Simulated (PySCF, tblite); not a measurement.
# AlH3O2S, a small molecule taken as a stand-in for a surface group (aluminium hydroxide): NMR shifts, core binding energies and electronic excitations

What NMR shifts, core binding energies and electronic excitations should one expect for `[OH][Al]([OH])[SH]`?

Computed with tblite 0.8.0 and PySCF 2.14.0; each step states its level. No surroundings beyond the atoms listed, unless a continuum is named. Atoms count from 0, parts from 1.

### 1 The system as given

7 atoms, charge 0, multiplicity 1; geometry: distance geometry start.

### 2 Relaxing the cluster with GFN2-xTB

What the job is given:

```
{"job": {"kind": "relax", "xc": "GFN2-xTB", "basis": "xTB"}, "charge": 0, "multiplicity": 1}
O      0.770084     2.333206     1.794673
Al    -0.345888     1.487172     0.562499
O     -2.152339     1.999753     0.581753
S      0.047376    -0.729492     0.236689
H      0.687357     2.300547     2.735529
H     -2.871962     1.393472     0.761589
H     -0.860116    -1.739985     0.508380
```

Method: GFN2-xTB geometry optimisation, gas phase.

On the command line:

```
OMP_NUM_THREADS=1 python cluster_run.py task.json out
```

The driver reads the jobs from task.json and runs them one after another.

Output:

```text
step      E/eV     max force
  0    -382.87831    3.658
  1    -383.27787    2.879
  2    -383.82705    1.923
  3    -383.94679    1.673
  4    -384.09450    1.736
  5    -384.20587    1.463
  6    -384.30649    1.381
  7    -384.33956    0.772
  8    -384.38666    0.620
  9    -384.44386    0.750
 10    -384.47507    0.673
 11    -384.50950    0.763
 12    -384.56491    0.758
 13    -384.61775    0.688
 14    -384.63702    0.883
 15    -384.64160    0.858
 16    -384.66149    0.340
 17    -384.66635    0.325
 18    -384.68160    0.492
 19    -384.69262    0.385
 20    -384.70455    0.327
 21    -384.70796    0.537
 22    -384.71203    0.146
 23    -384.71332    0.131
 24    -384.71824    0.140
 25    -384.72213    0.203
 26    -384.72540    0.207
 27    -384.72734    0.147
 28    -384.72884    0.141
 29    -384.73083    0.216
 30    -384.73578    0.308
 31    -384.74408    0.446
 32    -384.74954    0.108
 33    -384.75061    0.086
 34    -384.75129    0.138
 35    -384.75180    0.108
 36    -384.75243    0.099
 37    -384.75671    0.138
 38    -384.75924    0.128
 39    -384.76019    0.136
 40    -384.76032    0.044
 41    -384.76054    0.033
 42    -384.76059    0.035
 43    -384.76073    0.027
 44    -384.76085    0.043
 45    -384.76096    0.028
 46    -384.76100    0.024
 47    -384.76103    0.025
 48    -384.76106    0.025
 49    -384.76116    0.044
 50    -384.76132    0.056
 51    -384.76151    0.044
 52    -384.76160    0.021
 53    -384.76162    0.012
 54    -384.76163    0.008
 55    -384.76163    0.010
 56    -384.76164    0.015
 57    -384.76166    0.019
 58    -384.76168    0.017
 59    -384.76170    0.010
 60    -384.76170    0.003
```

Wall time 0.32 s (1 thread of Intel Xeon 6975P-C, shared host).

Along the way:

| step | energy from step 0 (eV) | largest force (eV/Å) |
| --- | --- | --- |
| 0 | 0.0000 | 3.6584 |
| 2 | -0.9487 | 1.9227 |
| 4 | -1.2162 | 1.7367 |
| 6 | -1.4282 | 1.3815 |
| 8 | -1.5084 | 0.6203 |
| 10 | -1.5968 | 0.6735 |
| 12 | -1.6866 | 0.7582 |
| 14 | -1.7587 | 0.8830 |
| 16 | -1.7832 | 0.3396 |
| 18 | -1.8033 | 0.4923 |
| 20 | -1.8262 | 0.3270 |
| 22 | -1.8337 | 0.1459 |
| 24 | -1.8399 | 0.1402 |
| 26 | -1.8471 | 0.2076 |
| 28 | -1.8505 | 0.1409 |
| 30 | -1.8575 | 0.3081 |
| 32 | -1.8712 | 0.1081 |
| 34 | -1.8730 | 0.1381 |
| 36 | -1.8741 | 0.0989 |
| 38 | -1.8809 | 0.1281 |
| 40 | -1.8820 | 0.0440 |
| 42 | -1.8823 | 0.0345 |
| 44 | -1.8825 | 0.0430 |
| 46 | -1.8827 | 0.0241 |
| 48 | -1.8827 | 0.0251 |
| 50 | -1.8830 | 0.0558 |
| 52 | -1.8833 | 0.0216 |
| 54 | -1.8833 | 0.0090 |
| 56 | -1.8833 | 0.0140 |
| 58 | -1.8834 | 0.0167 |
| 60 | -1.8834 | 0.0033 |

Distances of close pairs at the start and the end, largest changes first:

| bond | before (Å) | after (Å) | change (Å) |
| --- | --- | --- | --- |
| Al1–O2 | 1.878 | 1.645 | -0.233 |
| O0–Al1 | 1.865 | 1.639 | -0.226 |
| Al1–S3 | 2.275 | 2.193 | -0.082 |
| S3–H6 | 1.385 | 1.325 | -0.060 |
| O2–H5 | 0.958 | 0.945 | -0.013 |
| O0–H4 | 0.945 | 0.944 | -0.001 |

### 3 Optimising the geometry at PBE0-D3(BJ)/def2-SVP

What the job is given:

```
{"job": {"xc": "PBE0", "basis": "def2-SVP", "d3": "d3bj", "grid": 2, "kind": "geom", "shake": 0.01}, "charge": 0, "multiplicity": 1}
O      1.147512     1.132978     0.888639
Al     0.120348     0.121832     0.095547
O     -1.461611     0.366783    -0.347874
S      0.941870    -1.838357    -0.476936
H      1.806974     1.634829     1.312613
H     -2.297969     0.762065    -0.468163
H     -0.226506    -2.214133    -1.026675
```

Output:

```text
step   0  E = -792.29102557  max force = 0.015446
step   1  E = -792.29365136  max force = 0.004923
step   2  E = -792.29409301  max force = 0.004570
step   3  E = -792.29549657  max force = 0.006830
step   4  E = -792.29513532  max force = 0.015874
step   5  E = -792.29700974  max force = 0.006242
step   6  E = -792.29761836  max force = 0.005076
step   7  E = -792.29836225  max force = 0.005315
step   8  E = -792.29868905  max force = 0.002996
step   9  E = -792.29904470  max force = 0.001595
step  10  E = -792.29926474  max force = 0.001310
step  11  E = -792.29928316  max force = 0.000209
step  12  E = -792.29928633  max force = 0.000153
optimisation converged
```

Wall time 22 s (1 thread of Intel Xeon 6975P-C, shared host); peak memory 0.4 GiB.

The steps of the relaxation: (the energy doesn't fall at every step)

| step | energy from step 0 (eV) | largest force component (eV/Å) |
| --- | --- | --- |
| 0 | 0.0000 | 0.7943 |
| 1 | -0.0715 | 0.2532 |
| 2 | -0.0835 | 0.2350 |
| 3 | -0.1217 | 0.3512 |
| 4 | -0.1118 | 0.8163 |
| 5 | -0.1628 | 0.3210 |
| 6 | -0.1794 | 0.2610 |
| 7 | -0.1996 | 0.2733 |
| 8 | -0.2085 | 0.1541 |
| 9 | -0.2182 | 0.0820 |
| 10 | -0.2242 | 0.0674 |
| 11 | -0.2247 | 0.0107 |
| 12 | -0.2248 | 0.0079 |

Close pairs (by a distance rule), those that changed most:

| bond | before (Å) | after (Å) | change (Å) |
| --- | --- | --- | --- |
| O0–Al1 | 1.645 | 1.694 | +0.049 |
| Al1–O2 | 1.661 | 1.695 | +0.034 |
| O0–H4 | 0.931 | 0.957 | +0.026 |
| O2–H5 | 0.933 | 0.959 | +0.026 |
| Al1–S3 | 2.201 | 2.176 | -0.025 |
| S3–H6 | 1.345 | 1.352 | +0.007 |

The end geometry stands in the next job.

| at the end point | value |
| --- | --- |
| point group (found at 0.08 Å tolerance) | Cs |
| rotational constants (GHz, main isotopes) | 6.417, 3.092, 2.086 |
| dipole moment (D) | 1.20 |

### 4 Nuclear shieldings: PBE0/pcSseg-2

What the job is given:

```
{"job": {"kind": "nmr", "xc": "PBE0", "basis": "pcSseg-2"}, "charge": 0, "multiplicity": 1}
O      0.873199     1.326570     0.871644
Al     0.071983     0.075721     0.056821
O     -1.548731     0.258923    -0.405206
S      1.026730    -1.813193    -0.447292
H      1.783148     1.344507     1.168367
H     -2.071819     1.044137    -0.236213
H     -0.103942    -2.270663    -1.030942
```

Method: GIAO PBE0/pcSseg-2 NMR shielding, non-relativistic, gas phase.

Output:

```text
coarse grid: 7280 points
cycle   1  E = -792.5121466054  dE =  3.189e-01  |g| = 1.091e+00  |ddm| = 2.084e+00
cycle   2  E = -792.1065504162  dE =  4.056e-01  |g| = 1.814e+00  |ddm| = 1.360e+00
cycle   3  E = -792.7236206422  dE = -6.171e-01  |g| = 1.135e-01  |ddm| = 9.370e-01
cycle   4  E = -792.7262739559  dE = -2.653e-03  |g| = 5.399e-02  |ddm| = 1.397e-01
cycle   5  E = -792.7269420859  dE = -6.681e-04  |g| = 7.446e-03  |ddm| = 5.178e-02
cycle   6  E = -792.7269493730  dE = -7.287e-06  |g| = 3.738e-03  |ddm| = 7.106e-03
cycle   7  E = -792.7269517459  dE = -2.373e-06  |g| = 1.233e-03  |ddm| = 2.217e-03
final grid: 62168 points
cycle   8  E = -792.7291243677  dE = -4.590e-05  |g| = 6.889e-03  |ddm| = 1.625e-02
cycle   9  E = -792.7291165586  dE =  7.809e-06  |g| = 9.619e-03  |ddm| = 8.177e-03
cycle  10  E = -792.7291321301  dE = -1.557e-05  |g| = 1.007e-03  |ddm| = 4.499e-03
cycle  11  E = -792.7291323058  dE = -1.756e-07  |g| = 2.365e-04  |ddm| = 8.445e-04
cycle  12  E = -792.7291323180  dE = -1.227e-08  |g| = 6.289e-05  |ddm| = 2.361e-04
cycle  13  E = -792.7291323188  dE = -7.453e-10  |g| = 2.252e-05  |ddm| = 5.029e-05
converged SCF energy = -792.7291323188

GIAO shielding tensors (ppm)
atom      isotropic    diamagn.    paramagn.     s11        s22        s33       span
  0 O      291.168     387.306     -96.138    251.521    281.799    340.184     88.662
  1 Al     430.574     794.055    -363.480    373.634    433.669    484.419    110.785
  2 O      305.623     388.062     -82.438    268.408    280.936    367.527     99.119
  3 S      805.340    1057.384    -252.044    730.688    750.036    935.295    204.607
  4 H       29.558      31.446      -1.888     21.863     23.704     43.107     21.244
  5 H       30.039      31.582      -1.543     21.535     23.141     45.442     23.906
  6 H       31.100      29.847       1.252     23.081     27.610     42.607     19.526
```

Wall time 9.9 s (1 thread of Intel Xeon 6975P-C, shared host); peak memory 0.77 GiB.

Shifts follow as δ = σ(reference) − σ, with reference shieldings (ppm) from runs at the same level and on the same kind of geometry: $^{1}$H TMS 31.25, $^{17}$O H2O 328.2, $^{33}$S CS2 503, $^{27}$Al AlH4- 485.2. The references are single molecules in the gas phase, so shifts against H2O, NH3, PH3, H3PO4 or CFCl3 are not on the usual liquid scales and can be off by tens of ppm. Shifts against hydride references such as AlH4− lie on their own scale.

| atoms | environment | σ (ppm) | δ (ppm) |
| --- | --- | --- | --- |
| H4 | hydrogen on an oxygen bonded to Al | 29.56 | 1.69 |
| H5 | hydrogen on an oxygen bonded to Al | 30.04 | 1.21 |
| H6 | hydrogen on a sulfur bonded to Al | 31.10 | 0.15 |
| O0 | oxygen bonded to Al, H | 291.2 | 37.0 |
| O2 | oxygen bonded to Al, H | 305.6 | 22.5 |
| Al1 | aluminium bonded to 2 O, S | 430.6 | 54.7 |
| S3 | sulfur bonded to Al, H | 805 | -302 |

Charges from the same density, by scheme (e):

| atoms | Mulliken | IAO | Hirshfeld | ESP fit |
| --- | --- | --- | --- | --- |
| O0 | -0.63 | -0.85 | -0.40 | -0.81 |
| Al1 | 1.07 | 1.21 | 0.61 | 1.04 |
| O2 | -0.63 | -0.85 | -0.40 | -0.87 |
| S3 | -0.35 | -0.40 | -0.20 | -0.47 |

Mayer bond orders: O0–Al1 0.94, Al1–O2 0.95, Al1–S3 1.09.

### 5 X-ray photoelectron lines: SCAN, X2C

Same as in step 4 but for these lines:

```diff
@@ -1,2 +1,2 @@
-{"job": {"kind": "nmr", "xc": "PBE0", "basis": "pcSseg-2"}, "charge": 0, "multiplicity": 1}
+{"job": {"kind": "xps", "holes": 5}, "charge": 0, "multiplicity": 1}
 O      0.873199     1.326570     0.871644
```

Method: delta-SCF UKS SCAN, pcX-2 on the ionised atom, pcseg-1 elsewhere, spin-free X2C.

Output:

```text
ground state, core basis on atom 0 (O), 110 functions
  cycle   1  E = -794.20212448  |g| = 1.16e+00
  cycle   2  E = -793.39793945  |g| = 2.29e+00
  cycle   3  E = -794.43748851  |g| = 2.23e-01
  cycle   4  E = -794.44686868  |g| = 1.23e-01
  cycle   5  E = -794.45058728  |g| = 3.21e-02
  cycle   6  E = -794.45074286  |g| = 1.57e-02
  cycle   7  E = -794.45079371  |g| = 4.39e-03
  cycle   8  E = -794.45079892  |g| = 7.33e-04
  cycle   9  E = -794.45079738  |g| = 1.59e-04
  E(ground) = -794.50030988 Eh
hole in O 1s of atom 0
  cycle   1  E = -773.85577143  |g| = 2.22e+00
  cycle   2  E = -771.79532685  |g| = 2.49e+00
  cycle   3  E = -774.34375689  |g| = 7.58e-01
  cycle   4  E = -774.60736686  |g| = 3.44e-01
  cycle   5  E = -774.65318809  |g| = 1.76e-01
  cycle   6  E = -774.66385070  |g| = 7.02e-02
  cycle   7  E = -774.66600741  |g| = 2.04e-02
  cycle   8  E = -774.66629327  |g| = 3.48e-03
  cycle   9  E = -774.66630223  |g| = 1.15e-03
  cycle  10  E = -774.66630202  |g| = 4.37e-04
  E(ion) = -774.71732129 Eh   <S^2> = 0.7616   hole on atom = 1.000   binding energy = 538.323 eV
ground state, core basis on atom 1 (Al), 121 functions
  cycle   1  E = -794.50013830  |g| = 2.50e-01
  cycle   2  E = -794.49896283  |g| = 1.12e-01
  cycle   3  E = -794.49814449  |g| = 1.25e-01
  cycle   4  E = -794.50106359  |g| = 1.84e-02
  cycle   5  E = -794.50111471  |g| = 3.61e-03
  cycle   6  E = -794.50111759  |g| = 6.06e-04
  cycle   7  E = -794.50112036  |g| = 2.76e-04
  E(ground) = -794.51623181 Eh
hole in Al 2p of atom 1
  cycle   1  E = -791.23563269  |g| = 1.07e+00
  cycle   2  E = -790.98989267  |g| = 1.10e+00
  cycle   3  E = -791.38765021  |g| = 4.08e-01
  cycle   4  E = -791.49868399  |g| = 7.95e-02
  cycle   5  E = -791.50085208  |g| = 3.46e-02
  cycle   6  E = -791.50129487  |g| = 2.29e-02
  cycle   7  E = -791.50148563  |g| = 6.99e-03
  cycle   8  E = -791.50151342  |g| = 1.46e-03
  cycle   9  E = -791.50151443  |g| = 6.44e-04
  cycle  10  E = -791.50151435  |g| = 4.32e-04
  E(ion) = -791.52350425 Eh   <S^2> = 0.7534   hole on atom = 1.003   binding energy = 81.436 eV
  2p3/2 = 81.060 eV   2p1/2 = 81.567 eV
ground state, core basis on atom 2 (O), 110 functions
  cycle   1  E = -794.45063214  |g| = 9.99e-02
  cycle   2  E = -794.44991104  |g| = 7.49e-02
  cycle   3  E = -794.45024545  |g| = 6.22e-02
  cycle   4  E = -794.45093402  |g| = 3.94e-03
  cycle   5  E = -794.45093865  |g| = 9.07e-04
  cycle   6  E = -794.45094025  |g| = 1.36e-04
  E(ground) = -794.50027084 Eh
hole in O 1s of atom 2
  cycle   1  E = -773.85778255  |g| = 2.22e+00
  cycle   2  E = -771.75066922  |g| = 2.49e+00
  cycle   3  E = -774.33129369  |g| = 7.44e-01
  cycle   4  E = -774.60597215  |g| = 3.06e-01
  cycle   5  E = -774.65284446  |g| = 1.43e-01
  cycle   6  E = -774.66588137  |g| = 5.00e-02
  cycle   7  E = -774.66681919  |g| = 2.02e-02
  cycle   8  E = -774.66698904  |g| = 4.70e-03
  cycle   9  E = -774.66700141  |g| = 1.16e-03
  cycle  10  E = -774.66700305  |g| = 4.13e-04
  E(ion) = -774.71770044 Eh   <S^2> = 0.7612   hole on atom = 1.000   binding energy = 538.311 eV
ground state, core basis on atom 3 (S), 121 functions
  cycle   1  E = -794.56185727  |g| = 4.09e-01
  cycle   2  E = -794.56052130  |g| = 1.08e-01
  cycle   3  E = -794.55711058  |g| = 1.71e-01
  cycle   4  E = -794.56276819  |g| = 1.31e-02
  cycle   5  E = -794.56281140  |g| = 5.26e-03
  cycle   6  E = -794.56281640  |g| = 8.40e-04
  cycle   7  E = -794.56281570  |g| = 2.61e-04
  E(ground) = -794.60151735 Eh
hole in S 2p of atom 3
  cycle   1  E = -787.88120500  |g| = 1.51e+00
  cycle   2  E = -786.07251481  |g| = 1.77e+00
  cycle   3  E = -787.71246635  |g| = 1.13e+00
  cycle   4  E = -788.26781675  |g| = 2.64e-01
  cycle   5  E = -788.31216577  |g| = 7.64e-02
  cycle   6  E = -788.31310450  |g| = 5.74e-02
  cycle   7  E = -788.31428469  |g| = 1.71e-02
  cycle   8  E = -788.31440019  |g| = 2.62e-03
  cycle   9  E = -788.31440434  |g| = 1.01e-03
  cycle  10  E = -788.31440371  |g| = 4.37e-04
  E(ion) = -788.35940605 Eh   <S^2> = 0.7540   hole on atom = 1.001   binding energy = 169.857 eV
  2p3/2 = 169.318 eV   2p1/2 = 170.555 eV
```

It took 11 s on 1 thread of Intel Xeon 6975P-C, shared host; peak memory 0.43 GiB.

Binding energies by hole, beside the orbital energy of the ground state; the difference holds orbital relaxation and, for a density functional, its self-interaction error:

| hole | stands for | environment | ΔSCF (eV; 2p as the shell's mean) | −ε (eV) | ⟨S²⟩ |
| --- | --- | --- | --- | --- | --- |
| O1s on O0 | O0 | oxygen bonded to Al, H | 538.32 | 516.4 | 0.762 |
| Al2p on Al1 | Al1 | aluminium bonded to 2 O, S | 81.23 | 71.1 | 0.753 |
| O1s on O2 | O2 | oxygen bonded to Al, H | 538.31 | 516.4 | 0.761 |
| S2p on S3 | S3 | sulfur bonded to Al, H | 169.73 | 158.0 | 0.754 |

With the spin-orbit splitting: Al1 2p3/2 81.06, 2p1/2 81.57 eV; S3 2p3/2 169.32, 2p1/2 170.55 eV. The table gives each 2p level as the mean over the whole 2p shell (two parts 2p3/2, one part 2p1/2), which differs a little from the single hole in the log.

### 6 Ultraviolet spectrum: CAM-B3LYP/def2-SVPD

Same as in step 5 but for these lines:

```diff
@@ -1,2 +1,2 @@
-{"job": {"kind": "xps", "holes": 5}, "charge": 0, "multiplicity": 1}
+{"job": {"kind": "uv", "xc": "CAM-B3LYP", "basis": "def2-SVPD", "nstates": 6, "ntriplets": 2, "ip": true}, "charge": 0, "multiplicity": 1}
 O      0.873199     1.326570     0.871644
```

With the program's defaults for keys left out, this is: TDDFT CAM-B3LYP/def2-SVPD, vertical, gas phase, core orbitals frozen in the response.

Output:

```text
coarse grid: 7280 points
cycle   1  E = -792.4129913162  dE =  2.427e-01  |g| = 9.865e-01  |ddm| = 2.957e+00
cycle   2  E = -792.2444558611  dE =  1.685e-01  |g| = 1.391e+00  |ddm| = 3.130e+00
cycle   3  E = -792.6054228790  dE = -3.610e-01  |g| = 6.489e-02  |ddm| = 1.745e+00
cycle   4  E = -792.6064583043  dE = -1.035e-03  |g| = 2.491e-02  |ddm| = 1.517e-01
cycle   5  E = -792.6066498668  dE = -1.916e-04  |g| = 5.083e-03  |ddm| = 4.877e-02
cycle   6  E = -792.6066572550  dE = -7.388e-06  |g| = 2.533e-03  |ddm| = 1.012e-02
final grid: 62168 points
cycle   7  E = -792.7101765332  dE = -1.337e-05  |g| = 3.584e-03  |ddm| = 1.686e-02
cycle   8  E = -792.7101745362  dE =  1.997e-06  |g| = 4.974e-03  |ddm| = 8.568e-03
cycle   9  E = -792.7101790011  dE = -4.465e-06  |g| = 1.507e-04  |ddm| = 4.571e-03
cycle  10  E = -792.7101790088  dE = -7.741e-09  |g| = 7.904e-05  |ddm| = 3.947e-04
cycle  11  E = -792.7101790109  dE = -2.050e-09  |g| = 1.742e-05  |ddm| = 1.410e-04
cycle  12  E = -792.7101790110  dE = -7.731e-11  |g| = 1.100e-05  |ddm| = 2.981e-05
converged SCF energy = -792.7101790110

Static polarisability (au): isotropic 52.584, principal 45.655 51.480 60.617

Singlet excitations
state   eV       nm        f      main configurations
  1   5.8185    213.1   0.04260   H->L 0.90
  2   6.4568    192.0   0.00000   H->L+1 0.58, H->L+4 0.24, H->L+3 0.11
  3   7.0821    175.1   0.00395   H->L+2 0.52, H-1->L 0.39
  4   7.2137    171.9   0.00003   H-2->L 0.85
  5   7.4695    166.0   0.27843   H-1->L 0.46, H->L+2 0.30, H-1->L+1 0.10
  6   7.6533    162.0   0.03418   H->L+3 0.70, H->L+1 0.15

Triplet excitations (Tamm-Dancoff, eV): 5.5060 5.9969
Vertical ionisation energy (delta-SCF) = 10.2206 eV
Vertical electron affinity (delta-SCF) = -0.3530 eV
```

It took 13 s on 1 thread of Intel Xeon 6975P-C, shared host; peak memory 0.55 GiB.

The orbitals next to the gap, with their largest atomic shares:

| orbital | eV | atoms |
| --- | --- | --- |
| HOMO−3 | -11.48 | O0 45 %, O2 37 %, Al1 9 % |
| HOMO−2 | -10.88 | O2 49 %, O0 37 %, Al1 7 % |
| HOMO−1 | -10.49 | S3 62 %, O0 15 %, Al1 14 % |
| HOMO | -9.07 | S3 80 %, Al1 9 %, H6 7 % |
| LUMO | -0.23 | Al1 61 %, S3 14 %, O0 9 % |
| LUMO+1 | 1.18 | S3 35 %, Al1 19 %, O0 15 % |
| LUMO+2 | 1.35 | Al1 38 %, S3 29 %, O0 16 % |

With each of the 6 states as a Gaussian band of 0.4 eV half-width at 1/e, the curve within the window shown has maxima at 213 nm (ε 1,700), 166 nm (ε 12,000) L/(mol cm). Beyond the last state computed it falls off for lack of states. The curve at chosen wavelengths:

```json
{"nm": "156", "ε (L/mol/cm)": "3401"}
{"nm": "159", "ε (L/mol/cm)": "6832"}
{"nm": "162", "ε (L/mol/cm)": "10421"}
{"nm": "166", "ε (L/mol/cm)": "12466"}
{"nm": "169", "ε (L/mol/cm)": "11029"}
{"nm": "172", "ε (L/mol/cm)": "8029"}
{"nm": "175", "ε (L/mol/cm)": "4917"}
{"nm": "179", "ε (L/mol/cm)": "2030"}
{"nm": "182", "ε (L/mol/cm)": "908"}
{"nm": "185", "ε (L/mol/cm)": "378"}
{"nm": "188", "ε (L/mol/cm)": "176"}
{"nm": "192", "ε (L/mol/cm)": "165"}
{"nm": "195", "ε (L/mol/cm)": "284"}
{"nm": "198", "ε (L/mol/cm)": "499"}
{"nm": "201", "ε (L/mol/cm)": "792"}
{"nm": "205", "ε (L/mol/cm)": "1230"}
{"nm": "208", "ε (L/mol/cm)": "1511"}
{"nm": "211", "ε (L/mol/cm)": "1686"}
{"nm": "214", "ε (L/mol/cm)": "1720"}
{"nm": "218", "ε (L/mol/cm)": "1556"}
{"nm": "221", "ε (L/mol/cm)": "1325"}
{"nm": "224", "ε (L/mol/cm)": "1054"}
{"nm": "227", "ε (L/mol/cm)": "788"}
{"nm": "231", "ε (L/mol/cm)": "490"}
{"nm": "234", "ε (L/mol/cm)": "323"}
{"nm": "237", "ε (L/mol/cm)": "204"}
```

Further results of this job:

| property | computed |
| --- | --- |
| dipole moment (D) | 1.05 |
| polarisability (Å³) | 7.79 |
| HOMO–LUMO gap (eV) | 8.84 |
| −ε(HOMO) (eV) | 9.07 |

### 7 Summary of results

| quantity | value |
| --- | --- |
| point group | Cs |
| rotational constants (main isotopes) | 6.42, 3.09, 2.09 GHz |
| $^{1}$H shifts against TMS (PBE0/pcSseg-2) | 1.69, 1.21, 0.15 ppm |
| $^{17}$O shifts against H2O (PBE0/pcSseg-2) | 37.0, 22.5 ppm |
| $^{27}$Al shifts against AlH4- (PBE0/pcSseg-2) | 54.7 ppm |
| $^{33}$S shifts against CS2 (PBE0/pcSseg-2) | -302 ppm |
| O1s binding energies, SCAN/pcX-2 | O0 538.32, O2 538.31 eV |
| Al2p binding energies, SCAN/pcX-2 | Al1 81.23 eV |
| S2p binding energies, SCAN/pcX-2 | S3 169.73 eV |
| lowest singlet (CAM-B3LYP/def2-SVPD) | 5.82 eV (213 nm), f = 0.043 |
| brightest single state of those computed | state 5, 7.47 eV, f = 0.278 |
| lowest triplet | 5.51 eV |
| vertical ionisation energy (ΔSCF) | 10.22 eV |
| vertical electron affinity (ΔSCF) | -0.35 eV (unbound: the value hangs on the basis) |

**Reading.** Relaxing lowered the energy by 0.225 eV in 12 steps; the close pair that moved most is O0–Al1, from 1.645 to 1.694 Å (PBE0/def2-SVP). At PBE0/pcSseg-2: Shielding is most anisotropic at S3 (span 205 ppm, paramagnetic term -252 ppm). The O1s levels computed lie within 0.01 eV of one another, too close to rank. The lowest singlet, at 5.82 eV, is HOMO→LUMO 0.90 and is weak; of the 6 states computed, the strongest absorption comes from state 5 at 7.47 eV. The lowest triplet lies 0.31 eV below the lowest singlet (triplets in Tamm-Dancoff, singlets in full TDDFT). ΔSCF puts the ionisation energy at 10.22 eV, 1.15 eV above −ε(HOMO).
